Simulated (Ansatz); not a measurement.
# NbAs (I4_1md): relaxation of cell and ions

What cell does NbAs (I4_1md) relax to? A script is to give a relaxation of cell and ions; the system is NbAs (I4_1md).

Computed with Ansatz 0.2.0, driven from Python. Level of theory: DFT revPBE, plane waves, PAW.

## Step 1: The structure

It takes space group I4_1md (No. 109, tetragonal). The conventional cell has a = 3.452 Å, b = 3.452 Å, c = 11.680 Å, α = 90.00°, β = 90.00°, γ = 90.00°. Nb (site symmetry 2mm) has 6 As at 2.60 to 2.63 Å as nearest neighbours. As (site symmetry 2mm) has 6 Nb at 2.60 to 2.63 Å as nearest neighbours.

The script holds or builds the structure itself.

## Step 2: Script

run_vcrelax.py

```python
"""Cell relaxation of NbAs."""

import json

import ansatz as az
from ase import Atoms
from ase.io import write
from ase.neighborlist import neighbor_list
import numpy as np

def edges_and_angles(cell):
    cell = np.asarray(cell)
    a, b, c = np.linalg.norm(cell, axis=1)
    cosines = cell[1] @ cell[2] / (b * c), cell[0] @ cell[2] / (a * c), cell[0] @ cell[1] / (a * b)
    return (a, b, c, *np.degrees(np.arccos(cosines)))

structure = (
    az.Lattice.from_parameters(6.329512, 6.329512, 6.329512, alpha=148.35392, beta=148.35392, gamma=45.36318)
    .atom("Nb", [0.0, 0.0, 0.0])
    .atom("Nb", [0.75, 0.25, 0.5])
    .atom("As", [0.416, 0.416, 0.0])
    .atom("As", [0.166, 0.666, 0.5])
)

# edges free, angles fixed
calculation = (
    structure.calculation()
    .functional("revpbe")
    .kpoints(6, shift=0.5)
    .occupations("Methfessel-Paxton", width=0.15)
    .relax(max_steps=100, fix_cell=["angles"], stress_tolerance=0.1)
)
outcome = calculation.run(threads=1, events_out="stream.ndjson")
with open("stream.ndjson") as stream:
    events = [json.loads(line) for line in stream]
steps = [e["data"] for e in events if e["event"] == "relax_step"]
r = outcome.report
for s in steps:
    flag = "" if s["accepted"] else "  (rejected)"
    print("step %2d  E = %.5f eV  largest force component = %.4f eV/A%s" % (s["step"], s["lagrangian_ev"], s["allowed_force_max_ev_ang"], flag))

first, last = steps[0], steps[-1]
symbols = [site.symbol for site in outcome.lattice.sites]
print(f"energy gained {first['lagrangian_ev'] - last['lagrangian_ev']:.4f} eV in {len(steps) - 1} steps")
for label, vectors in (("before", first["cell_ang"]), ("after", outcome.lattice.cell_ang)):
    print(label, "a b c (A) {:.4f} {:.4f} {:.4f}  angles {:.2f} {:.2f} {:.2f}".format(*edges_and_angles(vectors)), f" V = {abs(np.linalg.det(vectors)):.3f} A^3")
print("final stress xx yy zz (GPa, compression positive):", np.round(np.diag(r["stress_gpa"]), 3) + 0.0)

final = Atoms(symbols, positions=last["positions_ang"], cell=outcome.lattice.cell_ang, pbc=True)
i, j, d = neighbor_list("ijd", final, 4.5)
print("neighbours within 1.15 times the shortest distance of each atom (A)")
for atom in range(len(final)):
    near = [m for m in np.argsort(d) if i[m] == atom]
    shell = [m for m in near if d[m] < 1.15 * d[near[0]]]
    print(f"{symbols[atom]}{atom} ({len(shell)}):", ", ".join(f"{symbols[j[m]]} {d[m]:.3f}" for m in shell))

relaxed = Atoms(symbols, positions=[site.position_ang for site in outcome.lattice.sites], cell=outcome.lattice.cell_ang, pbc=True)
write("relaxed.extxyz", relaxed, format="extxyz")

print(f"free energy      {r['free_energy_ev']:.5f} eV")
print(f"per atom         {r['free_energy_ev'] / len(outcome.lattice.sites):.5f} eV")
print(f"SCF iterations   {r['n_iterations']}  (converged: {r['converged']})")
```

## Step 3: The calls as engine input

The package turns the script's settings into the engine's input:

```yaml
crystal:
  lattice:
    a: 6.329512
    b: 6.329512
    c: 6.329512
    alpha: 148.35392
    beta: 148.35392
    gamma: 45.36318
  atoms:
    - { symbol: Nb, position: [0.0, 0.0, 0.0] }
    - { symbol: Nb, position: [0.75, 0.25, 0.5] }
    - { symbol: As, position: [0.416, 0.416, 0.0] }
    - { symbol: As, position: [0.166, 0.666, 0.5] }
kpoints:
  mp_grid:
    grid: [6, 6, 6]
    shift: [0.5, 0.5, 0.5]
hamiltonian:
  xc: revpbe
scf:
  occupations:
    method: methfessel_paxton
    width: 0.15
relax:
  max_steps: 100
  cell:
    stress_tol: 0.1
    fix: [angles]
```

## Step 4: The run

Command:

```
$ python run_vcrelax.py
```

Q: Predict the main results. Wanted: free energy; moves of the relaxation; energy gained; last largest force component; relaxed conventional cell; space group at the end.

The runs gave:

| quantity | value |
| --- | --- |
| free energy | -18837.6347 eV (-4709.4087 eV/atom) |
| moves of the relaxation | 3 |
| energy gained (ahead of the last change of basis) | 10.5 meV/atom |
| last largest force component | 0.0017 eV/Å |
| relaxed conventional cell | a = 3.488 Å, b = 3.488 Å, c = 11.803 Å, α = 90.00°, β = 90.00°, γ = 90.00° |
| space group at the end | I4_1md |

In words: Over 3 moves the cell grew by 3.2 % in volume, and the space group stayed I4_1md. What to keep in mind:
- Cold and Methfessel-Paxton smearing aren't meant for a gap as narrow as their width.
- With fixed filling the reported Fermi level is the top filled level among the k-points of the SCF.
- Energies along a relaxation are free energies. Rows at an unchanged volume are solved on a plane-wave basis chosen afresh for that cell, so the energy jumps there and such rows are no steps of the walk.
- Edges and angles that the script prints are those of the cell as typed, here a primitive one.
